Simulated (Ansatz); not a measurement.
# BH8C2N: further runs on the relaxed cell

An exercise on one series of results from a longer session: the logs are not shown, and one member is left open.

Method: DFT PBE+D3(BJ), scalar-relativistic, plane waves, PAW, in Ansatz 0.2.0.

2 further runs of the same task are left out: 2 set aside as unsound or not needed.

### Starting point

The structure is triclinic, space group P-1 (No. 2). Conventional cell: a = 5.792 Å, b = 5.967 Å, c = 6.134 Å, α = 81.16°, β = 82.02°, γ = 66.06°. Around B (site symmetry 1) lie 2 H at 1.21 Å and 2 N at 1.60 Å. H (site symmetry 1) has 1 C at 1.10 Å in its first shell of neighbours. Around H (site symmetry 1) lie 1 C at 1.09 Å. H (site symmetry 1) is surrounded by 1 B at 1.21 Å. Only part of the 12 independent sites is listed.

Structure file:

```xyz
24
Lattice="5.7914 -0.0102 -0.0275 2.4306 5.4492 -0.0444 0.8820 0.6878 6.0315" Properties=species:S:1:pos:R:3 pbc="T T T"
B     5.7326    5.3517    5.3696
B     3.3715    0.7751    0.5900
H     4.6787    1.1419    3.1241
H     4.4253    4.9849    2.8356
H     5.7644    0.6746    4.4666
H     3.3397    5.4522    1.4931
H     5.4535    2.3997    4.1350
H     3.6506    3.7271    1.8246
H     3.2648    3.3507    4.6327
H     5.8393    2.7761    1.3269
H     1.9843    2.3040    5.3025
H     7.1197    3.8228    0.6571
H     2.5067    2.0915    3.6088
H     6.5974    4.0353    2.3508
H     4.5313    5.2793    5.2163
H     4.5728    0.8475    0.7434
H     6.3565    4.4850    4.7963
H     2.7476    1.6418    1.1633
C     5.0088    1.3956    4.1407
C     4.0952    4.7312    1.8189
C     2.8419    2.3370    4.6265
C     6.2621    3.7898    1.3332
N     3.8613    1.3650    5.0701
N     5.2427    4.7618    0.8895
```

This cell was relaxed beforehand with the same method: volume 7.95 Å³/atom, gap on the mesh 5.39 eV.

The first run:

input.yaml

```yaml
crystal:
  lattice:
    - [5.7914348653, -0.0101755799, -0.0275491351]
    - [2.4306443681, 5.4491984153, -0.0443708765]
    - [0.8819765036, 0.6877814727, 6.0315351813]
  atoms:
    - { symbol: B, position: [0.4879952659, 0.8695612313, 0.898878382] }
    - { symbol: B, position: [0.5120047341, 0.1304387687, 0.101121618] }
    - { symbol: H, position: [0.6675516677, 0.1449051556, 0.5220677874] }
    - { symbol: H, position: [0.3324483323, 0.8550948444, 0.4779322126] }
    - { symbol: H, position: [0.8687287435, 0.0314194847, 0.7447327114] }
    - { symbol: H, position: [0.1312712565, 0.9685805153, 0.2552672886] }
    - { symbol: H, position: [0.6876233441, 0.3544091542, 0.6913074943] }
    - { symbol: H, position: [0.3123766559, 0.6455908458, 0.3086925057] }
    - { symbol: H, position: [0.2287070299, 0.5177661707, 0.7729296179] }
    - { symbol: H, position: [0.7712929701, 0.4822338293, 0.2270703821] }
    - { symbol: H, position: [0.0775431675, 0.31166247, 0.8817813944] }
    - { symbol: H, position: [0.9224568325, 0.68833753, 0.1182186056] }
    - { symbol: H, position: [0.2118324384, 0.3082796547, 0.6015606582] }
    - { symbol: H, position: [0.7881675616, 0.6917203453, 0.3984393418] }
    - { symbol: H, position: [0.2889221029, 0.8592425109, 0.8724722749] }
    - { symbol: H, position: [0.7110778971, 0.1407574891, 0.1275277251] }
    - { symbol: H, position: [0.6717964975, 0.7228863972, 0.8035926693] }
    - { symbol: H, position: [0.3282035025, 0.2771136028, 0.1964073307] }
    - { symbol: C, position: [0.6882191767, 0.1701968308, 0.6909023717] }
    - { symbol: C, position: [0.3117808233, 0.8298031692, 0.3090976283] }
    - { symbol: C, position: [0.2340088261, 0.3320471132, 0.770557341] }
    - { symbol: C, position: [0.7659911739, 0.6679528868, 0.229442659] }
    - { symbol: "N", position: [0.4774136827, 0.1448869105, 0.8438498474] }
    - { symbol: "N", position: [0.5225863173, 0.8551130895, 0.1561501526] }
basis:
  ecutwfc: 420
kpoints:
  mp_grid: { grid: [4, 4, 4] }
hamiltonian:
  xc: pbesol
scf:
  occupations: { method: gaussian, width: 0.02 }
output:
  forces: true
  stress: true
  eigenvalues: true
relax:
  adjacent_minimum: "off"
  f_tol: 0.005
  max_steps: 50
  cell: { stress_tol: 0.05 }
```

The run is started by

```sh
ansatz run input.yaml --threads 8 --pin off --max-ram 22528MiB --backend cpu --events-out ev --progress --plain --runs-dir out
```

Steps of the session up to this table: The cell under PBEsol; Relaxing with PBE; Relaxing with LDA; The cell under r2SCAN.

One table of the session follows, with a row left open; its other results are not shown here.

It belongs to the step «Relaxed cells side by side». 

| functional | a (Å) | b (Å) | c (Å) | volume (Å³/atom) | gap on the mesh (eV) |
| --- | --- | --- | --- | --- | --- |
| PBE+D3(BJ) | 5.792 | 5.967 | 6.134 | 7.95 | 5.39 |
| PBEsol | 6.065 | 6.124 | 6.178 | 8.64 | 5.15 |
| PBE | ? | ? | ? | ? | ? |
| LDA | 5.455 | 5.688 | 5.932 | 6.94 | 4.95 |
| r2SCAN | 5.824 | 6.074 | 6.274 | 8.31 | 5.94 |

Estimate the missing values for PBE.

The run gave: a (Å): 6.472; b (Å): 6.442; c (Å): 6.482; volume (Å³/atom): 10.14; gap on the mesh (eV): 5.20. In the column «a (Å)» it is the highest.
